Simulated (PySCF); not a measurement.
**CH3I (methyl iodide): levels of theory compared**

Wanted: a comparison of 3 runs (HF/def2-SVP, CCSD/def2-TZVP, CCSD(T)/3-21G) of CH3I (methyl iodide). The job is set up through a Python script.

Program for the calculation: PySCF 2.14.0.

### 1 The structure to begin with

CH3I has 5 atoms, charge 0, and is taken as a singlet. As SMILES, `CI`. The coordinates come from a PBE0-D4/def2-TZVP relaxation.

Bond lengths: C1–I2 2.129 Å, C1–H3 1.086 Å, C1–H4 1.086 Å, C1–H5 1.086 Å. Angles: I2–C1–H3 107.7°, I2–C1–H4 107.7°, I2–C1–H5 107.7°, H3–C1–H4 111.2°, H3–C1–H5 111.2°, H4–C1–H5 111.2°.

### 2 Energy and forces at HF/def2-SVP (core potential) (run 1)

calc.py

```python
import pyscf.grad
from pyscf import gto

molecule = gto.M(
    atom='''
C       -0.044100      -0.162730       0.153180
I        0.368060       1.358130      -1.278460
H        0.760650      -0.889590       0.103440
H       -0.088230       0.307420       1.130650
H       -0.996380      -0.613220      -0.108810
''',
    max_memory=1860,
    charge=0,
    basis='def2-svp',
    spin=0,
    ecp={'I': 'def2-svp'},
    verbose=3,
)

myscf = molecule.RHF()
myscf.conv_tol = 1e-10
myscf.kernel()
if not myscf.converged:
    myscf = myscf.newton().run(myscf.mo_coeff, myscf.mo_occ)

e_tot = myscf.e_tot
print('E = %.10f Eh' % e_tot)
grad = myscf.Gradients().kernel()
dip = myscf.dip_moment()
pop, q = myscf.mulliken_pop()
```

Launch:

```sh
$ OMP_NUM_THREADS=1 python calc.py
```

Output:

```text
converged SCF energy = -336.232880972918
E = -336.2328809729 Eh
--------------- RHF gradients ---------------
         x                y                z
0 C     0.0011568637     0.0042681794    -0.0040266943
1 I    -0.0014142319    -0.0052179277     0.0049122226
2 H     0.0011824199    -0.0003045257    -0.0006395174
3 H     0.0001100199     0.0012088541     0.0006610534
4 H    -0.0010350715     0.0000454199    -0.0009070643
----------------------------------------------
Dipole moment(X, Y, Z, Debye): -0.35619, -1.31433,  1.23724
 ** Mulliken pop  **
pop of  0 C 1s            1.98933
pop of  0 C 2s            0.85774
pop of  0 C 3s            0.34732
pop of  0 C 2px           0.71565
pop of  0 C 2py           0.62228
pop of  0 C 2pz           0.63376
pop of  0 C 3px           0.34737
pop of  0 C 3py           0.34525
pop of  0 C 3pz           0.34551
pop of  0 C 3dxy          0.00954
pop of  0 C 3dyz          0.00749
pop of  0 C 3dz^2         0.00816
pop of  0 C 3dxz          0.00214
pop of  0 C 3dx2-y2       0.00379
pop of  1 I 4s            1.82639
pop of  1 I 5s            0.21889
pop of  1 I 6s            1.20563
pop of  1 I 7s            0.71285
pop of  1 I 4px           0.96982
pop of  1 I 4py           0.98066
pop of  1 I 4pz           0.97933
pop of  1 I 5px           1.05016
pop of  1 I 5py           1.03591
pop of  1 I 5pz           1.03766
pop of  1 I 6px           0.94221
pop of  1 I 6py           0.79688
pop of  1 I 6pz           0.81474
pop of  1 I 7px           0.99781
pop of  1 I 7py           0.70908
pop of  1 I 7pz           0.74457
pop of  1 I 4dxy          1.96501
pop of  1 I 4dyz          1.96488
pop of  1 I 4dz^2         1.96503
pop of  1 I 4dxz          1.96494
pop of  1 I 4dx2-y2       1.96493
pop of  1 I 5dxy          0.04051
pop of  1 I 5dyz          0.06135
pop of  1 I 5dz^2         0.04110
pop of  1 I 5dxz          0.03907
pop of  1 I 5dx2-y2       0.04303
pop of  2 H 1s            0.74309
pop of  2 H 2s            0.12779
pop of  2 H 2px           0.01237
pop of  2 H 2py           0.01046
pop of  2 H 2pz           0.00368
pop of  3 H 1s            0.74309
pop of  3 H 2s            0.12780
pop of  3 H 2px           0.00386
pop of  3 H 2py           0.00658
pop of  3 H 2pz           0.01607
pop of  4 H 1s            0.74310
pop of  4 H 2s            0.12779
pop of  4 H 2px           0.01571
pop of  4 H 2py           0.00623
pop of  4 H 2pz           0.00458
 ** Mulliken atomic charges  **
charge of    0C =     -0.23533
charge of    1I =     -0.07246
charge of    2H =      0.10260
charge of    3H =      0.10260
charge of    4H =      0.10260
```

Wall time 4.2 s (1 thread of Arm Neoverse N1, shared host); peak memory 0.13 GiB.

### 3 A single-point energy at CCSD/def2-TZVP (core potential) (run 2)

input.xyz

```xyz
5

C     -0.044100    -0.162730     0.153180
I      0.368060     1.358130    -1.278460
H      0.760650    -0.889590     0.103440
H     -0.088230     0.307420     1.130650
H     -0.996380    -0.613220    -0.108810
```

calc.py

```python
# CI
from pyscf import gto, scf, cc

molecule = gto.M(
    atom='input.xyz',
    spin=0,
    basis='def2-tzvp',
    ecp={'I': 'def2-svp'},
    charge=0,
    max_memory=1860,
    verbose=4,
)

myscf = scf.RHF(molecule)
myscf.conv_tol = 1e-10
myscf.kernel()
if not myscf.converged:
    myscf = myscf.newton().run(myscf.mo_coeff, myscf.mo_occ)

mycc = cc.CCSD(myscf, frozen=5)
mycc.kernel()
e_tot = mycc.e_tot
print('E(%s) = %.9f' % ('CCSD', e_tot))
myscf.analyze()
```

Launch:

```sh
$ OMP_NUM_THREADS=1 python calc.py
```

Output:

```text
PySCF version 2.14.0

[... 92 lines left out ...]
Nuclear Repulsion Energy =              61.822912939878599
[... 14 lines left out ...]
MO #9   energy= -2.26200178230916  occ= 2
[... 12 lines left out ...]
MO #22  energy= 0.266816793197948  occ= 0
[... 12 lines left out ...]
MO #35  energy= 0.630097780810023  occ= 0
[... 12 lines left out ...]
MO #48  energy= 1.27880393089001   occ= 0
[... 12 lines left out ...]
MO #61  energy= 1.8055110772603    occ= 0
[... 12 lines left out ...]
MO #74  energy= 3.34084898478974   occ= 0
[... 12 lines left out ...]
MO #87  energy= 3.85614942743169   occ= 0
[... 13 lines left out ...]
WARN: Weak orthogonality for localized orbitals 1.5098138701940883e-09
[... 108 lines left out ...]
Dipole moment(X, Y, Z, Debye): -0.38029, -1.40325,  1.32093
```

It took 43 s on 1 thread of Arm Neoverse N1, shared host; peak memory 0.64 GiB.

### 4 The energy at CCSD(T)/3-21G (run 3)

run.py

```python
from pyscf import gto, cc

mol = gto.M(
    atom='''
C     -0.044100    -0.162730     0.153180
I      0.368060     1.358130    -1.278460
H      0.760650    -0.889590     0.103440
H     -0.088230     0.307420     1.130650
H     -0.996380    -0.613220    -0.108810
''',
    charge=0,
    max_memory=1860,
    basis='3-21g',
    verbose=3,
)

calc0 = mol.RHF()
calc0.conv_tol = 1e-10
calc0.kernel()
if not calc0.converged:
    calc0 = calc0.newton().run(calc0.mo_coeff, calc0.mo_occ)

mycc = cc.CCSD(calc0, frozen=19)
mycc.kernel()
e_t = mycc.ccsd_t()
e_final = mycc.e_tot + e_t
print('E = %.10f Eh' % e_final)
dip = calc0.dip_moment()
pop, q = calc0.mulliken_pop()
```

Launch:

```sh
$ OMP_NUM_THREADS=1 python run.py
```

Output:

```text
converged SCF energy = -6926.70020383124
E(CCSD) = -6926.844836053593  E_corr = -0.1446322223543337
CCSD(T) correction = -0.00279686889379086
E = -6926.8476329225 Eh
Dipole moment(X, Y, Z, Debye): -0.35804, -1.32116,  1.24366
 ** Mulliken pop  **
pop of  0 C 1s            1.98748
pop of  0 C 2s            0.35101
pop of  0 C 3s            1.21512
pop of  0 C 2px           0.57105
pop of  0 C 2py           0.48842
pop of  0 C 2pz           0.49857
pop of  0 C 3px           0.60633
pop of  0 C 3py           0.60670
pop of  0 C 3pz           0.60666
pop of  1 I 1s            1.99988
pop of  1 I 2s            1.99993
pop of  1 I 3s            1.99676
pop of  1 I 4s            1.99964
pop of  1 I 5s            0.94348
pop of  1 I 6s            0.99405
pop of  1 I 2px           1.99938
pop of  1 I 2py           1.99928
pop of  1 I 2pz           1.99930
pop of  1 I 3px           1.99906
pop of  1 I 3py           1.99888
pop of  1 I 3pz           1.99890
pop of  1 I 4px           1.98992
pop of  1 I 4py           1.98654
pop of  1 I 4pz           1.98695
pop of  1 I 5px           0.95791
pop of  1 I 5py           0.80857
pop of  1 I 5pz           0.82693
pop of  1 I 6px           1.00470
pop of  1 I 6py           0.66420
pop of  1 I 6pz           0.70605
pop of  1 I 3dxy          1.99993
pop of  1 I 3dyz          1.99957
pop of  1 I 3dz^2         1.99991
pop of  1 I 3dxz          1.99992
pop of  1 I 3dx2-y2       1.99986
pop of  1 I 4dxy          1.99969
pop of  1 I 4dyz          1.99852
pop of  1 I 4dz^2         1.99962
pop of  1 I 4dxz          1.99965
pop of  1 I 4dx2-y2       1.99947
pop of  2 H 1s            0.46383
pop of  2 H 2s            0.27357
pop of  3 H 1s            0.46383
pop of  3 H 2s            0.27358
pop of  4 H 1s            0.46383
pop of  4 H 2s            0.27357
 ** Mulliken atomic charges  **
charge of    0C =     -0.93133
charge of    1I =      0.14356
charge of    2H =      0.26259
charge of    3H =      0.26259
charge of    4H =      0.26259
```

Run time: 2 s. Hardware: 1 thread of Arm Neoverse N1, shared host; peak memory 0.13 GiB.

### 5 Overview of the runs

```csv
run,level,task,frozen core orbitals,energy (Eh),dipole moment (D) of the reference,HOMO energy (eV),LUMO energy (eV),wall time
1,HF/def2-SVP (core potential),gradient,–,-336.232881,1.84,-9.78,3.00,4.2 s
2,CCSD/def2-TZVP (core potential),energy,5,-336.949312,1.96,-9.83,2.50,43 s
3,CCSD(T)/3-21G,energy,19,-6926.847633,1.85,-9.66,3.36,2 s
```

### 6 Results

```
                                           quantity           value
                                run 3: total energy  -6926.84763 Eh
        run 3: dipole moment (Hartree–Fock density)          1.85 D
         run 3: HOMO energy (Hartree–Fock orbitals)        -9.66 eV
         run 3: LUMO energy (Hartree–Fock orbitals)         3.36 eV
       run 3: HOMO–LUMO gap (Hartree–Fock orbitals)        13.02 eV
run 3: correlation energy (19 core orbitals frozen)      -147.4 mEh
                              run 3: (T) correction       -2.80 mEh
                               run 3: T1 diagnostic           0.006
```

**Reading.** Some runs of one species differ in core potentials or relativity; totals across that change don't compare. In run 3 relativity is left out where basis or elements ask for it. All runs together took 49 s, the longest 43 s.
